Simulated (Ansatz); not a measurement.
# H₆O₂SSi₂: one species, many methods

The task here is to estimate one member of a computed series from the others.

Computed with Ansatz 0.2.0, Gaussian basis. Level: functionals in def2-TZVPP, the program's frozen cores in correlated methods.

Levels to be run: PBE-D4, r2SCAN-D4, PBE0-D4, B3LYP-D4, ωB97X-V, ωB97M-V, B2PLYP; CCSD(T)/def2-TZVPP; MP2/def2-QZVPP; extrapolation to the limit.

## The relaxed structure

The geometry comes from an earlier relaxation with PBE0-D4 in a triple-zeta def2 set; it is a stationary point, not always the lowest conformer.

SMILES `O[SiH](O)S[SiH3]`, 11 atoms, charge 0, spin multiplicity 1.

Atoms are counted from 1 here; the program's logs count them from 0.

Bond lengths: O1–Si2 1.636 Å, O1–H6 0.959 Å, Si2–O3 1.638 Å, Si2–S4 2.124 Å, Si2–H7 1.477 Å, O3–H8 0.960 Å, S4–Si5 2.141 Å, Si5–H9 1.485 Å, Si5–H10 1.483 Å, Si5–H11 1.484 Å. Angles: Si2–O1–H6 117.5°, O1–Si2–O3 114.0°, O1–Si2–S4 102.9°, O1–Si2–H7 112.0°, O3–Si2–S4 111.9°, O3–Si2–H7 103.6°, S4–Si2–H7 112.9°, Si2–O3–H8 117.3°, Si2–S4–Si5 96.8°, S4–Si5–H9 110.6°, S4–Si5–H10 106.1°, S4–Si5–H11 111.4°, H9–Si5–H10 110.1°, H9–Si5–H11 109.2°, H10–Si5–H11 109.4°.

The first run:

in.yaml reads:

```yaml
crystal:
  periodic: [false, false, false]
  atoms:
    - {symbol: O, position_ang: [-2.365139, 1.081747, 0.614011]}
    - {symbol: Si, position_ang: [-0.937704, 0.704581, -0.090390]}
    - {symbol: O, position_ang: [-1.051837, -0.446606, -1.250593]}
    - {symbol: S, position_ang: [0.244037, 0.058003, 1.551301]}
    - {symbol: Si, position_ang: [1.866199, -0.735665, 0.401119]}
    - {symbol: H, position_ang: [-2.998978, 1.576475, 0.091834]}
    - {symbol: H, position_ang: [-0.350053, 1.858132, -0.801636]}
    - {symbol: H, position_ang: [-1.343247, -1.319600, -0.978239]}
    - {symbol: H, position_ang: [2.193504, 0.164739, -0.732853]}
    - {symbol: H, position_ang: [3.020103, -0.827873, 1.327913]}
    - {symbol: H, position_ang: [1.548216, -2.086932, -0.124468]}
basis:
  gaussian: {orbitals: def2-TZVPP}
hamiltonian: {xc: pbe, dispersion: d4}
output: {forces: true, orbitals: {seedname: orbitals}}
```

Command:

```sh
$ ansatz run in.yaml --threads 4 --pin off --events-out ev --progress --plain --max-ram 10444MiB
```

Among the steps run: PBE-D4 (GGA); r2SCAN-D4 (meta-GGA); PBE0-D4 (hybrid); B3LYP-D4 (hybrid); ωB97X-V (range-separated); ωB97M-V (range-separated); B2PLYP (double hybrid); CCSD(T) in def2-TZVPP; MP2 in def2-QZVPP.

One of the session's tables, all rows but one given; the rest of the session is left out.

```
            method  atomisation energy (kcal/mol)
            PBE-D4                          917.9
         r2SCAN-D4                          918.1
           PBE0-D4                          904.3
          B3LYP-D4                              ?
           ωB97X-V                          922.3
           ωB97M-V                          920.9
            B2PLYP                          902.1
     HF/def2-TZVPP                          661.7
    MP2/def2-TZVPP                          907.9
   CCSD/def2-TZVPP                          878.7
CCSD(T)/def2-TZVPP                          892.0
           MP2/CBS                          938.0
       CCSD(T)/CBS                          922.0
```

Q: Estimate the row for B3LYP-D4 from the others.

**Answer.** atomisation energy (kcal/mol): 910.7. In the column «atomisation energy (kcal/mol)» it lies between MP2/def2-TZVPP (907.9) and PBE-D4 (917.9).

Limits of these values: Free atoms (2 O, 2 Si, 1 S, 6 H) were run apart at each level; the atomisation energy is their sum less the molecule, without zero-point or spin-orbit terms.
